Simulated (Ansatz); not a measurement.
# CH3NO4Ti: up Jacob's ladder to CCSD(T)

The task here is to estimate one member of a computed series from the others.

Method: functionals in def2-TZVPP, the program's frozen cores in correlated methods; program: Ansatz 0.2.0, Gaussian basis.

Plan: LDA (SPW92), PBE-D4, revPBE-D4, BLYP-D4, r2SCAN-D4, B97M-V, PBE0-D4, B3LYP-D4, r2SCANh-D4, r2SCAN0-D4, HSE06-D4, BHLYP-D4, CAM-B3LYP-D4, LC-ωPBE, ωB97X-V, ωB97M-V, B2PLYP, PBE-QIDH; CCSD(T)/def2-SVP; MP2/def2-TZVPP; MP2/def2-QZVPP; RPA on PBE.

## The geometry

The geometry comes from an earlier relaxation with PBE0-D4 in a triple-zeta def2 set; it is a stationary point, not always the lowest conformer.

SMILES `O=C=[N][Ti]([OH])([OH])[OH]`, 10 atoms, charge 0, spin multiplicity 1.

Atoms are counted from 1 here; the program's logs count them from 0.

Bond lengths: O1–C2 1.167 Å, C2–N3 1.199 Å, N3–Ti4 1.906 Å, Ti4–O5 1.784 Å, Ti4–O6 1.783 Å, Ti4–O7 1.789 Å, O5–H8 0.957 Å, O6–H9 0.958 Å, O7–H10 0.959 Å. Angles: O1–C2–N3 179.4°, C2–N3–Ti4 173.0°, N3–Ti4–O5 108.3°, N3–Ti4–O6 108.7°, N3–Ti4–O7 110.7°, O5–Ti4–O6 111.2°, O5–Ti4–O7 109.4°, O6–Ti4–O7 108.6°, Ti4–O5–H8 135.6°, Ti4–O6–H9 134.6°, Ti4–O7–H10 130.0°.

Geometry (Å):

```xyz
10
charge 0, multiplicity 1
O     1.7719   -2.7597    1.8147
C     1.2138   -1.8780    1.2920
N     0.6325   -0.9719    0.7647
Ti   -0.1487    0.4370   -0.2544
O    -1.2658   -0.2860   -1.4432
O    -1.0097    1.5351    0.8560
O     1.1123    1.3692   -1.1165
H    -2.2098   -0.2570   -1.6001
H    -1.4114    1.4393    1.7202
H     1.3981    1.3209   -2.0304
```

Set-up of the first run:

in.yaml reads:

```yaml
crystal:
  periodic: [false, false, false]
  atoms:
    - {symbol: O, position_ang: [1.771868, -2.759651, 1.814659]}
    - {symbol: C, position_ang: [1.213756, -1.877999, 1.292043]}
    - {symbol: N, position_ang: [0.632543, -0.971935, 0.764669]}
    - {symbol: Ti, position_ang: [-0.148736, 0.437002, -0.254449]}
    - {symbol: O, position_ang: [-1.265838, -0.285963, -1.443162]}
    - {symbol: O, position_ang: [-1.009740, 1.535050, 0.855976]}
    - {symbol: O, position_ang: [1.112318, 1.369157, -1.116465]}
    - {symbol: H, position_ang: [-2.209844, -0.257033, -1.600077]}
    - {symbol: H, position_ang: [-1.411401, 1.439288, 1.720182]}
    - {symbol: H, position_ang: [1.398076, 1.320882, -2.030377]}
basis:
  gaussian: {orbitals: def2-TZVPP}
hamiltonian: {xc: lda}
output: {orbitals: {seedname: orbitals}}
```

Started as:

```console
> ansatz run in.yaml --threads 4 --pin off --events-out ev --progress --plain --max-ram 11315MiB
```

Among the steps run: LDA; PBE-D4 (GGA); revPBE-D4 (GGA); BLYP-D4 (GGA); r2SCAN-D4 (meta-GGA); B97M-V (meta-GGA); PBE0-D4 (hybrid); B3LYP-D4 (hybrid); r2SCANh-D4 (hybrid); r2SCAN0-D4 (hybrid); HSE06-D4 (hybrid); BHLYP-D4 (hybrid); CAM-B3LYP-D4 (range-separated); LC-ωPBE (range-separated); ωB97X-V (range-separated); ωB97M-V (range-separated); B2PLYP (double hybrid); PBE-QIDH (double hybrid).

One of the session's tables, all rows but one given; the rest of the session is left out.

It belongs to the step «Frontier levels by functional». 

```
  functional  HOMO (eV)  LUMO (eV)  gap (eV)
 LDA (SPW92)      -7.21      -3.16      4.05
      PBE-D4      -6.97      -2.90      4.06
   revPBE-D4      -6.88      -2.81      4.07
     BLYP-D4      -6.85      -2.83      4.02
   r2SCAN-D4      -7.29      -2.83      4.46
      B97M-V      -7.30      -2.82      4.48
     PBE0-D4      -8.39      -2.00      6.39
    B3LYP-D4      -8.14      -2.29      5.86
  r2SCANh-D4      -7.82      -2.49      5.33
  r2SCAN0-D4      -8.63      -1.94      6.69
    HSE06-D4      -7.99      -2.38      5.61
    BHLYP-D4      -9.73      -0.92      8.81
CAM-B3LYP-D4      -9.74      -0.94      8.80
     LC-ωPBE          ?          ?         ?
     ωB97X-V     -10.68       0.21     10.89
     ωB97M-V     -10.60       0.18     10.78
```

Q: Estimate the row for LC-ωPBE from the others.

**Answer.** HOMO (eV): -11.03; LUMO (eV): 0.22; gap (eV): 11.25. In the column «HOMO (eV)» it is the lowest.
